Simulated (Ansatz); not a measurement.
Ba2Tl5V3O12:

```
CELL_PARAMETERS angstrom
6.49009 -6.67692 0.00000
6.49009 6.67692 0.00000
-2.00957 0.00000 5.73760
ATOMIC_POSITIONS crystal
Ba 0.47917 0.52083 0.00000
Ba 0.79264 0.20736 0.00000
V 0.65694 0.94605 0.25735
V 0.05395 0.34306 0.74265
V 0.57442 0.42558 0.50000
Tl 0.49835 0.85629 0.63726
Tl 0.14371 0.50165 0.36274
Tl 0.01508 0.98492 0.50000
Tl 0.30964 0.12677 0.21892
Tl 0.87323 0.69036 0.78108
O 0.00390 0.26325 0.44275
O 0.59719 0.60676 0.67706
O 0.91333 0.42820 0.84635
O 0.52536 0.79943 0.20594
O 0.68766 0.41628 0.31356
O 0.09251 0.20316 0.88601
O 0.58372 0.31234 0.68644
O 0.79684 0.90749 0.11399
O 0.57180 0.08667 0.15365
O 0.20057 0.47464 0.79406
O 0.73675 0.99610 0.55725
O 0.39324 0.40281 0.32294
```

The cell was built by a generator and needn't be a form met in nature.

| Quantity | Value |
| --- | --- |
| Program | Ansatz 0.2.0 |
| Task | relaxation of cell and atoms |
| Functional | PBE |
| Dispersion | D3(BJ) |
| Potentials or basis | Ansatz PAW |
| Cutoff | 420 eV (not typed: the program's choice for these potentials) |
| k mesh | 2 × 2 × 4 |
| Occupations | fermi-dirac, width 0.05 eV |
| Spin | collinear spin, ferromagnetic start |
| Starting moments | [0.0, 0.0, 2.0, 2.0, 2.0, 0.0, 0.0, 0.0, 0.0, 0.0, 0.0, 0.0, 0.0, 0.0, 0.0, 0.0, 0.0, 0.0, 0.0, 0.0, 0.0, 0.0] μB |

At the start: volume 22.60 Å³/atom.

Problem. Where does the relaxation end?

Solution. It ends after 11 steps and the volume is 21.01 Å³/atom (-7.0 %); space group C2 (No. 5, to 0.05 Å); moment 0.00 μB per cell.

Step by step:
```csv
step,energy change (eV),largest force (eV/Å),volume (Å³)
1,0.0000,0.1503,497.26
2,-0.1101,0.0894,477.52
3,-0.1468,0.3009,463.75
4,-0.1498,0.0460,467.47
5,-0.1531,0.0430,466.30
6,-0.1525,0.0311,467.01
7,-0.1537,0.0105,466.49
8,-0.1128,0.0104,466.49
9,-0.1238,0.0244,462.11
10,-0.1238,0.0086,462.26
11,-0.1157,0.0086,462.26
```

Final structure:
```
Ba V Tl O
1.0
     6.33044   -6.38999   -0.02304
     6.33044    6.38999   -0.02304
    -1.98051    0.00000    5.72092
Ba V Tl O
2 3 5 12
Direct
  0.47954 0.52046 0.00000
  0.79872 0.20128 0.00000
  0.65827 0.94503 0.26898
  0.05497 0.34173 0.73102
  0.57501 0.42499 0.50000
  0.48255 0.86451 0.64515
  0.13549 0.51745 0.35485
  0.03006 0.96994 0.50000
  0.30136 0.12257 0.22576
  0.87743 0.69864 0.77424
  0.00924 0.25698 0.43154
  0.59463 0.61152 0.67940
  0.90513 0.42432 0.83153
  0.51451 0.80377 0.21778
  0.69497 0.41951 0.31762
  0.10365 0.19942 0.87912
  0.58049 0.30503 0.68238
  0.80058 0.89635 0.12088
  0.57568 0.09487 0.16847
  0.19623 0.48549 0.78222
  0.74302 0.99076 0.56846
  0.38848 0.40537 0.32060
```

Caveat: the plane-wave basis is chosen anew once the cell has moved, so the energies of steps on either side of that aren't comparable; the pressure holds a Pulay correction of +0.3 GPa for the finite cutoff; the starting moments weren't kept.
